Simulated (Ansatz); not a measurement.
**LiZn: stress in a strained cell**

LiZn is deformed so: zz strain of +2 %. What stress and forces result, by LAPW, PAW and all-electron datasets made for the crystal?

Method: DFT LDA, scalar-relativistic, in Ansatz 0.2.0.

**1. The starting structure**

The structure is cubic, space group Fd-3m (No. 227). The conventional cell has a = 6.222 Å, b = 6.222 Å, c = 6.222 Å, α = 90.00°, β = 90.00°, γ = 90.00°. Li (site symmetry -43m) is surrounded by 4 Li at 2.69 Å and 4 Zn at 2.69 Å. Zn (site symmetry -43m) has 4 Li at 2.69 Å and 4 Zn at 2.69 Å as nearest neighbours.

Structure file:

```xyz
4
Lattice="0.0000 3.1110 3.1110 3.1110 0.0000 3.1110 3.1110 3.1110 0.0000" Properties=species:S:1:pos:R:3 pbc="T T T"
Li    3.1110    3.1110    3.1110
Li    4.6665    4.6665    4.6665
Zn    0.0000    0.0000    0.0000
Zn    1.5555    1.5555    1.5555
```

Atoms are numbered in the order of the input: Li1, Li2, Zn3, Zn4.

**2. The deformed structure**

Space group Fd-3m before, I4_1/amd after.

**3. LAPW, all electrons**

The input, input.yaml:

```yaml
crystal:
  lattice:
    - [0.0, 3.111, 3.17322]
    - [3.111, 0.0, 3.17322]
    - [3.111, 3.111, 0.0]
  atoms:
    - { symbol: Li, position: [0.5, 0.5, 0.5] }
    - { symbol: Li, position: [0.75, 0.75, 0.75] }
    - { symbol: Zn, position: [0.0, 0.0, 0.0] }
    - { symbol: Zn, position: [0.25, 0.25, 0.25] }
kpoints:
  mp_grid: { grid: [9, 9, 9] }
  band_path:
    path:
      - [0.0, 0.0, 0.0]
      - [0.0, 0.5, 0.5]
      - [0.25, 0.75, 0.5]
      - [0.0, 0.5, 0.0]
      - [0.0, 0.0, 0.0]
      - [0.5, 0.5, 0.0]
      - [0.3701460977, 0.6298539023, 0.0]
      - [-0.3701460977, 0.3701460977, 0.0]
      - [0.0, 0.0, 0.0]
    npoints: 5
scf:
  occupations: { method: fermi_dirac, width: 0.08 }
hamiltonian:
  xc: lda
  pseudopotentials: { kind: all_electron, lapw: { basis_error: 0.0005 } }
output:
  forces: true
  stress: true
  eigenvalues: true
```

On the command line:

```sh
ansatz run input.yaml --threads 1 --pin off --max-ram 4096MiB --backend cpu --events-out ev --progress --plain --runs-dir out
```

**4. PAW on the default files**

The input, input.yaml:

```yaml
crystal:
  lattice:
    - [0.0, 3.111, 3.17322]
    - [3.111, 0.0, 3.17322]
    - [3.111, 3.111, 0.0]
  atoms:
    - { symbol: Li, position: [0.5, 0.5, 0.5] }
    - { symbol: Li, position: [0.75, 0.75, 0.75] }
    - { symbol: Zn, position: [0.0, 0.0, 0.0] }
    - { symbol: Zn, position: [0.25, 0.25, 0.25] }
kpoints:
  mp_grid: { grid: [9, 9, 9] }
scf:
  occupations: { method: fermi_dirac, width: 0.08 }
hamiltonian:
  xc: lda
  pseudopotentials: { kind: paw }
output:
  forces: true
  stress: true
  eigenvalues: true
  efg: { contact_densities: true }
```

**5. Datasets made for this crystal**

Changes to input.yaml since step 4:

```diff
@@ -16,3 +16,3 @@
   xc: lda
-  pseudopotentials: { kind: paw }
+  pseudopotentials: { kind: all_electron, datasets: crystal }
 output:
```

(Steps that only read results are left out.)

**Question.** What will these runs give? Wanted: pressure; largest shear or deviatoric stress.

The runs gave:

```
                                 quantity                                              value
                                 pressure  LAPW -6.19, PAW -6.20, crystal datasets -6.19 GPa
largest shear or deviatoric stress (LAPW)                                           0.33 GPa
```

**Reading.** The largest part of the stress beyond the pressure is 0.33 GPa in size, in the zz component; the atoms are carried along and not relaxed. No run of the undeformed cell stands beside it, so the pressure holds what the given cell had before the change. PAW: stress within 0.01 GPa of LAPW. Crystal datasets: stress within 0.01 GPa of LAPW.
